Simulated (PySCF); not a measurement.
# B2F2H5P: the cost of one run

Programs: PySCF 2.14.0, with density-fitted response routines of our own. Each step states its level of theory. These are calculated values for one molecule in the gas phase, unless marked as measured. Atoms count from 0, in the outputs and in this text.

## (1) The starting structure

10 atoms, charge 0, multiplicity 1; geometry from: GFN2-xTB. The atoms were then displaced at random by about 0.01 Å, so the start is not that level's minimum.

Bonds of the start (Å): F0–B1 1.35, B1–F2 1.34, B1–B3 1.65, B3–P4 1.94, B3–H5 1.20, B3–H6 1.19, P4–H7 1.37, P4–H8 1.40, P4–H9 1.40.

## (2) Geometry optimisation at PBE0-D3(BJ)/def2-SVP

The job: settings as JSON, then the geometry in Å.

```
{"job": {"xc": "PBE0", "basis": "def2-SVP", "d3": "d3bj", "grid": 1, "shake": 0.01, "kind": "geom"}, "charge": 0, "multiplicity": 1}
F      2.930390    -0.338870    -0.084140
B      1.628420    -0.074860     0.181980
F      1.502440     0.483910     1.398110
B      0.312050    -0.363640    -0.774390
P     -1.253030     0.215090     0.224160
H      0.056800    -1.512730    -1.001390
H      0.238170     0.262540    -1.783720
H     -2.504910     0.115350    -0.312890
H     -1.336480     1.547820     0.657570
H     -1.523420    -0.355530     1.473650
```

The run is started by

```sh
OMP_NUM_THREADS=1 python probes_run.py task.json out
```

The driver reads the jobs from task.json and runs them one after another.

**Question.** How long does this first job take on 1 thread of Arm Neoverse V1, shared host, and how much memory does it need?

About 34 s, with a peak of 0.41 GiB.
